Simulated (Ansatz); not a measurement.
Set up this calculation in Ansatz 0.2.0, as the native input.

```yaml
Task: electron localisation function
Functional: PBE
Potentials_or_basis: Ansatz PAW
Cutoff: "420 eV (not typed: the program's choice for these potentials)"
k_mesh: 6 × 6 × 3
Occupations: fermi-dirac, width 0.05 eV
Spin: no spin polarisation
```

Crystal: HfIn4SiO6.

```
CELL_PARAMETERS angstrom
5.33162 0.01593 -0.04837
-2.57933 4.88198 -0.01914
-1.51813 -1.22216 9.45525
ATOMIC_POSITIONS crystal
Hf 0.23802 0.06928 0.40279
In 0.14547 0.57471 0.87038
In 0.52445 0.72220 0.34881
In 0.57313 0.31316 0.12096
In 0.88250 0.38531 0.56415
Si 0.88112 0.94770 0.03773
O 0.26442 0.40613 0.48868
O 0.95713 0.78886 0.48788
O 0.83989 0.63938 0.98584
O 0.99055 0.00270 0.21370
O 0.13665 0.20373 0.97864
O 0.56667 0.94684 0.00044
```

The cell was built by a generator and needn't be a form met in nature.

The input as run:

input.yaml

```yaml
crystal:
  lattice:
    - [5.33162, 0.01593, -0.04837]
    - [-2.57933, 4.88198, -0.01914]
    - [-1.51813, -1.22216, 9.45525]
  atoms:
    - { symbol: Hf, position: [0.23802, 0.06928, 0.40279] }
    - { symbol: In, position: [0.14547, 0.57471, 0.87038] }
    - { symbol: In, position: [0.52445, 0.7222, 0.34881] }
    - { symbol: In, position: [0.57313, 0.31316, 0.12096] }
    - { symbol: In, position: [0.8825, 0.38531, 0.56415] }
    - { symbol: Si, position: [0.88112, 0.9477, 0.03773] }
    - { symbol: O, position: [0.26442, 0.40613, 0.48868] }
    - { symbol: O, position: [0.95713, 0.78886, 0.48788] }
    - { symbol: O, position: [0.83989, 0.63938, 0.98584] }
    - { symbol: O, position: [0.99055, 0.0027, 0.2137] }
    - { symbol: O, position: [0.13665, 0.20373, 0.97864] }
    - { symbol: O, position: [0.56667, 0.94684, 0.00044] }
hamiltonian:
  xc: pbe
  pseudopotentials: { kind: paw }
kpoints:
  mp_grid: { grid: [6, 6, 3] }
scf:
  occupations: { method: fermi_dirac, width: 0.05 }
output:
  forces: true
  stress: true
  eigenvalues: true
  write_density: true
  write_potential: true
  elf: true
  volumetric_format: npy
```

Potentials or basis: Ansatz PAW.

Command:

```bash
$ ansatz run input.yaml --threads 8 --pin off --max-ram 20480MiB --backend cpu --events-out ev --progress --plain --runs-dir out
```

It gave:

The pressure is 0.0 GPa and the largest force is 0.008 eV/Å. The band gap on the k mesh is 1.12 eV, indirect (least direct gap 1.25 eV).

Caveat: odd divisions of the mesh miss points on the zone boundary, where band edges often lie, so the gap on the mesh can be too wide; the pressure holds a Pulay correction of +0.3 GPa for the finite cutoff; spin-orbit coupling is left out, which moves the levels of the heavy elements.

Run time: 20 s on 8 threads of Arm Neoverse V1, on a shared host, peak memory 1.4 GiB.
